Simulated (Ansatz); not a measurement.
# CH6AlFSi: basis-set convergence

One table from this session's results is given with a row withheld; the runs are named, their logs left out.

Program: Ansatz 0.2.0, Gaussian basis. Level of theory: one geometry, several basis sets. These are calculated values, not measurements.

Levels to be run: PBE0-D4/def2-SVP; ωB97M-V/def2-SVP; PBE0-D4/def2-QZVPP; ωB97M-V/def2-QZVPP; the functionals' def2-TZVPP values are taken from earlier runs.

## Structure used throughout

An earlier PBE0-D4 in a triple-zeta def2 set relaxation fixed the geometry.

10 atoms, charge 0, spin multiplicity 1.

Atoms are counted from 1 here; the program's logs count them from 0.

Bond lengths: C1–Al2 1.950 Å, C1–H5 1.095 Å, C1–H6 1.096 Å, C1–H7 1.092 Å, Al2–Si3 2.472 Å, Al2–H8 1.593 Å, Si3–F4 1.617 Å, Si3–H9 1.493 Å, Si3–H10 1.493 Å. Angles: Al2–C1–H5 110.6°, Al2–C1–H6 110.3°, Al2–C1–H7 113.2°, H5–C1–H6 106.0°, H5–C1–H7 108.3°, H6–C1–H7 108.1°, C1–Al2–Si3 120.6°, C1–Al2–H8 122.0°, Si3–Al2–H8 117.4°, Al2–Si3–F4 110.8°, Al2–Si3–H9 113.1°, Al2–Si3–H10 113.1°, F4–Si3–H9 106.7°, F4–Si3–H10 106.7°, H9–Si3–H10 106.1°.

The first run:

Contents of in.yaml:

```yaml
crystal:
  periodic: [false, false, false]
  atoms:
    - {symbol: C, position_ang: [-1.575372, 0.371828, -1.030699]}
    - {symbol: Al, position_ang: [-0.463779, -0.781160, 0.082061]}
    - {symbol: Si, position_ang: [1.720090, 0.011658, 0.925361]}
    - {symbol: F, position_ang: [2.020779, 1.516649, 0.417621]}
    - {symbol: H, position_ang: [-1.020541, 0.707510, -1.913192]}
    - {symbol: H, position_ang: [-1.849915, 1.280025, -0.482918]}
    - {symbol: H, position_ang: [-2.494669, -0.111630, -1.367703]}
    - {symbol: H, position_ang: [-0.914808, -2.254199, 0.487523]}
    - {symbol: H, position_ang: [1.796263, 0.039406, 2.416640]}
    - {symbol: H, position_ang: [2.865052, -0.831288, 0.468305]}
basis:
  gaussian: {orbitals: def2-SVP}
hamiltonian: {xc: pbe0, dispersion: d4}
output: {orbitals: {seedname: orbitals}}
```

Launch:

```console
$ ansatz run in.yaml --threads 2 --pin off --events-out ev --progress --plain --max-ram 4352MiB
```

Among the steps run: PBE0-D4 in def2-SVP; ωB97M-V in def2-SVP; PBE0-D4 in def2-QZVPP; ωB97M-V in def2-QZVPP.

One table of the session follows, with a row left open; its other results are not shown here.

It belongs to the step «Density functionals: the series». 

| functional | basis | HOMO (eV) | LUMO (eV) |
| --- | --- | --- | --- |
| PBE0-D4 | def2-SVP | -7.35 | -1.84 |
| PBE0-D4 | def2-TZVPP | -7.37 | -1.86 |
| PBE0-D4 | def2-QZVPP | -7.39 | -1.88 |
| ωB97M-V | def2-SVP | -9.33 | -0.16 |
| ωB97M-V | def2-TZVPP | -9.39 | -0.23 |
| ωB97M-V | def2-QZVPP | ? | ? |

Estimate the missing values for ωB97M-V, def2-QZVPP.

The run gave: HOMO (eV): -9.40; LUMO (eV): -0.34. In the column «HOMO (eV)» it is the lowest.
